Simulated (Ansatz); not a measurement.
# CH5GaO (SMILES C[O][GaH2]): B3LYP/6-31G(d) (Cartesian functions)

What is the vertical ionisation energy of CH5GaO at B3LYP/6-31G* (Cartesian functions)? 

The calculation is run with Ansatz 0.2.0.

56 further runs of the same task are left out: 56 set aside as unsound or not needed.

### Step 1. The system as given

CH5GaO has 8 atoms, charge 0, and is taken as a singlet. SMILES: `C[O][GaH2]`. The coordinates come from a PBE0-D4/def2-TZVP relaxation.

Bond lengths: C1–O2 1.402 Å, O2–Ga3 1.782 Å, C1–H4 1.096 Å, C1–H5 1.099 Å, C1–H6 1.096 Å, Ga3–H7 1.565 Å, Ga3–H8 1.555 Å. Angles: C1–O2–Ga3 123.8°, O2–C1–H4 110.0°, O2–C1–H5 113.2°, O2–C1–H6 110.0°, O2–Ga3–H7 115.8°, O2–Ga3–H8 113.9°, H4–C1–H5 107.8°, H4–C1–H6 107.8°, H5–C1–H6 107.8°, H7–Ga3–H8 130.3°.

### Step 2. A single-point energy at B3LYP/6-31G(d) (Cartesian functions)

run.yaml reads:

```yaml
crystal:
  periodic: [false, false, false]
  atoms:
    - symbol: C
      position_ang: [-0.616800, 0.972600, -0.422900]
    - symbol: O
      position_ang: [-0.705300, -0.273500, 0.213500]
    - symbol: Ga
      position_ang: [0.703200, -1.302000, 0.579300]
    - symbol: H
      position_ang: [-1.200200, 0.962000, -1.350600]
    - symbol: H
      position_ang: [0.414200, 1.256200, -0.676600]
    - symbol: H
      position_ang: [-1.030600, 1.754200, 0.224300]
    - symbol: H
      position_ang: [2.093900, -0.732800, 0.142900]
    - symbol: H
      position_ang: [0.341700, -2.636700, 1.290100]
basis:
  gaussian:
    orbitals: "6-31G*"
hamiltonian:
  xc: {name: B3LYP}
accuracy: high
output: {orbitals: {seedname: orbitals}}
```

Launch:

```bash
$ ansatz run run.yaml --threads 1 --pin off --max-ram 3480MiB --events-out events.jsonl --progress --plain --runs-dir runs
```

Output:

```text
Warning: RAYON_NUM_THREADS=1 ignored (pool sized by the plan → 1); use --threads N
Functional definition: B3LYP
  name "B3LYP"
  parameter a0 = 0.2
  parameter ax = 0.72
  parameter ac = 0.81
  exchange = (1 - a0 - ax)*slater_x + ax*b88_x + a0*exact_x
  correlation = (1 - ac)*vwn_rpa_c + ac*lyp_c
1582 factors; integrals over basis functions are off by at most 4.6e-9 eV
mean field evaluation 1: about -55531.5633 eV, gradient 5.5e1 eV
mean field evaluation 2: about -55491.6785 eV, gradient 1.4e2 eV
mean field evaluation 4: about -55537.1554 eV, gradient 8.9e0 eV
mean field evaluation 8: about -55537.3718 eV, gradient 1.1e-1 eV
mean field evaluation 16: about -55537.3719 eV, gradient 3.6e-6 eV
mean field -55537.37185653 eV, -2040.9607711448 hartree, gradient 5.1e-8 eV, S^2 0.000000; 0 other end points of the search recorded, 0 dependent functions left out
reference -55537.37189663 eV, -2040.9607726185 hartree; 25, 25 occupied and 50, 50 virtual orbitals, 1582 factors
Total energy: -55537.37189663 eV, -2040.9607726185 hartree
```

Wall time 6.6 s (1 thread of Arm Neoverse V1, shared host); peak memory 0.23 GiB.

### Step 3. The doublet cation at the same level

job.yaml reads:

```yaml
crystal:
  periodic: [false, false, false]
  atoms:
    - symbol: C
      position_ang: [-0.616800, 0.972600, -0.422900]
    - symbol: O
      position_ang: [-0.705300, -0.273500, 0.213500]
    - symbol: Ga
      position_ang: [0.703200, -1.302000, 0.579300]
    - symbol: H
      position_ang: [-1.200200, 0.962000, -1.350600]
    - symbol: H
      position_ang: [0.414200, 1.256200, -0.676600]
    - symbol: H
      position_ang: [-1.030600, 1.754200, 0.224300]
    - symbol: H
      position_ang: [2.093900, -0.732800, 0.142900]
    - symbol: H
      position_ang: [0.341700, -2.636700, 1.290100]
basis:
  gaussian:
    orbitals: "6-31G*"
total_charge: 1
magnetization:
  spin_polarized: true
  initial_magnetization: 1
hamiltonian:
  xc: {name: B3LYP}
accuracy: high
output: {orbitals: {seedname: orbitals}}
```

Launch:

```bash
$ ansatz run job.yaml --threads 1 --pin off --max-ram 3480MiB --events-out events.jsonl --progress --plain --runs-dir runs
```

Output (excerpt; [...] marks lines left out):

```text
Warning: RAYON_NUM_THREADS=1 ignored (pool sized by the plan → 1); use --threads N
[... 7 set-up lines as earlier in the session ...]
1583 factors; integrals over basis functions are off by at most 4.6e-9 eV
mean field evaluation 1: about -55507.9605 eV, gradient 6.6e1 eV
mean field evaluation 2: about -55318.4779 eV, gradient 1.6e2 eV
mean field evaluation 4: about -55521.8049 eV, gradient 3.5e1 eV
mean field evaluation 8: about -55527.1841 eV, gradient 8.8e-1 eV
mean field evaluation 16: about -55527.2859 eV, gradient 5.0e-3 eV
mean field evaluation 32: about -55527.2987 eV, gradient 6.6e-7 eV
mean field evaluation 64: about -55526.8576 eV, gradient 3.5e0 eV
mean field -55527.29874243 eV, -2040.5905910295 hartree, gradient 2.4e-8 eV, S^2 0.755479; 5 other end points of the search recorded, 0 dependent functions left out
reference -55527.29878235 eV, -2040.5905924965 hartree; 25, 24 occupied and 50, 51 virtual orbitals, 1583 factors
Total energy: -55527.29878235 eV, -2040.5905924965 hartree
```

Wall time 38 s (1 thread of Arm Neoverse V1, shared host); peak memory 0.34 GiB.

### Step 4. Outcome

At B3LYP/6-31G* (Cartesian functions):

```
                                          quantity           value
                      singlet CH5GaO: total energy  -2040.96077 Eh
                       singlet CH5GaO: HOMO energy        -7.45 eV
                       singlet CH5GaO: LUMO energy        -1.39 eV
                     singlet CH5GaO: HOMO–LUMO gap         6.07 eV
                      doublet cation: total energy  -2040.59059 Eh
doublet cation: HOMO energy (highest over α and β)       -14.08 eV
 doublet cation: LUMO energy (lowest over α and β)       -12.70 eV
                              doublet cation: ⟨S²⟩           0.755
vertical ionisation energy (to the doublet cation)       10.073 eV
```

What this shows: Removing an electron at fixed nuclei costs 10.07 eV (232 kcal/mol). −ε(HOMO) before ionisation, 7.45 eV, is 2.62 eV below this ionisation energy.
